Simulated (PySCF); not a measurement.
**RbCl⁺ at other levels of theory**

What do other methods print for RbCl⁺?

Method: each script names its method and basis; program: PySCF 2.14.0.

11 further runs of the same task are left out: 4 for a known fault of the program, 7 that didn't finish.

### 1 Where the work starts

RbCl⁺: 2 atoms, charge 1, spin multiplicity 2.

Bond lengths: Rb1–Cl2 2.911 Å.

### 2 Base script

input.py reads:

```python
from pyscf import gto, scf, mp

mol = gto.M(
    atom='Rb 0 0 0; Cl 0 0 2.911',
    basis='jorge-dzp-dkh',
    charge=1,
    spin=1,
    symmetry=True,
    verbose=4,
)
mf = scf.UHF(mol)
mf = mf.sfx2c1e()
mf.kernel()
mp.MP2(mf, frozen=14).kernel()
mf.dip_moment()
print('orbital energies (hartree):', [e[max(0, n-3):n+3].round(4) for e, n in zip(mf.mo_energy, mol.nelec)])
```

The run is started by

```console
$ OMP_NUM_THREADS=1 python input.py
```

### 3 Lc_wpbe (UKS)

Edit 1 changes functional: none (Hartree–Fock) → lc_wpbe; SCF type: UHF → UKS; step after the SCF: mp2 → analyze.

input.py reads:

```python
from pyscf import gto, dft

mol = gto.M(
    atom='Rb 0 0 0; Cl 0 0 2.911',
    basis='jorge-dzp-dkh',
    charge=1,
    spin=1,
    symmetry=True,
    verbose=4,
)
mf = dft.UKS(mol, xc='lc_wpbe')
mf = mf.sfx2c1e()
mf.kernel()
mf.analyze()
print('orbital energies (hartree):', [e[max(0, n-3):n+3].round(4) for e, n in zip(mf.mo_energy, mol.nelec)])
```

### 4 Frequency run

Edit 2 changes step after the SCF: mp2 → frequency.

input.py, as its differences from that of step 2:

```diff
@@ -1,2 +1,3 @@
-from pyscf import gto, scf, mp
+from pyscf import gto, scf
+from pyscf.hessian import thermo
 
@@ -13,3 +14,4 @@
 mf.kernel()
-mp.MP2(mf, frozen=14).kernel()
+hess = mf.Hessian().kernel()
+print('wavenumber (cm^-1) =', thermo.harmonic_analysis(mol, hess)['freq_wavenumber'].round(1))
 mf.dip_moment()
```

### 5 Stability test

Edit 3 changes step after the SCF: mp2 → stability; point-group symmetry: on → off.

input.py, as its differences from that of step 2:

```diff
@@ -1,2 +1,2 @@
-from pyscf import gto, scf, mp
+from pyscf import gto, scf
 
@@ -7,3 +7,2 @@
     spin=1,
-    symmetry=True,
     verbose=4,
@@ -13,3 +12,3 @@
 mf.kernel()
-mp.MP2(mf, frozen=14).kernel()
+mf.stability(internal=True, external=True)
 mf.dip_moment()
```

### 6 Frozen orbitals none

Edit 4 changes frozen orbitals: 14 → none.

input.py, as its differences from that of step 2:

```diff
@@ -13,3 +13,3 @@
 mf.kernel()
-mp.MP2(mf, frozen=14).kernel()
+mp.MP2(mf).kernel()
 mf.dip_moment()
```

### 7 ROHF

Edit 5 changes SCF type: UHF → ROHF.

input.py reads:

```python
from pyscf import gto, scf, mp

mol = gto.M(
    atom='Rb 0 0 0; Cl 0 0 2.911',
    basis='jorge-dzp-dkh',
    charge=1,
    spin=1,
    symmetry=True,
    verbose=4,
)
mf = scf.ROHF(mol)
mf = mf.sfx2c1e()
mf.kernel()
mp.MP2(mf, frozen=14).kernel()
mf.dip_moment()
print('orbital energies (hartree):', mf.mo_energy[..., max(0, mol.nelec[1]-3):mol.nelec[0]+3].round(4))
```

What does the calculation give? Wanted: for each run, E(SCF); from base; gap, α spin; after the SCF.

The runs gave:

| run | E(SCF) (hartree) | from base (eV) | cycles | gap, α spin (eV) | after the SCF |
| --- | --- | --- | --- | --- | --- |
| base | -3439.597360 | 0 | 9 | 14.86 | MP2 correlation -5.357 eV, core frozen |
| lc_wpbe (UKS) | -3441.698569 | not comparable | 9 | 13.92 | n/a |
| frequency run | -3439.597360 | 0.0000 | 9 | 14.86 | highest mode 179 cm⁻¹ |
| stability test | -3439.597360 | 0.0000 | 9 | 14.86 | unstable: internal, UHF/UKS -> GHF/GKS |
| frozen orbitals none | -3439.597360 | 0.0000 | 9 | 14.86 | MP2 correlation -9.462 eV |
| ROHF | -3439.593280 | +0.1110 | 9 | n/a | MP2 correlation -5.414 eV, core frozen |

In words: Total energies of different functionals can't be compared with each other; differences within one functional can. The dearest run is “frequency run”, at 20 s against 1.4 s.
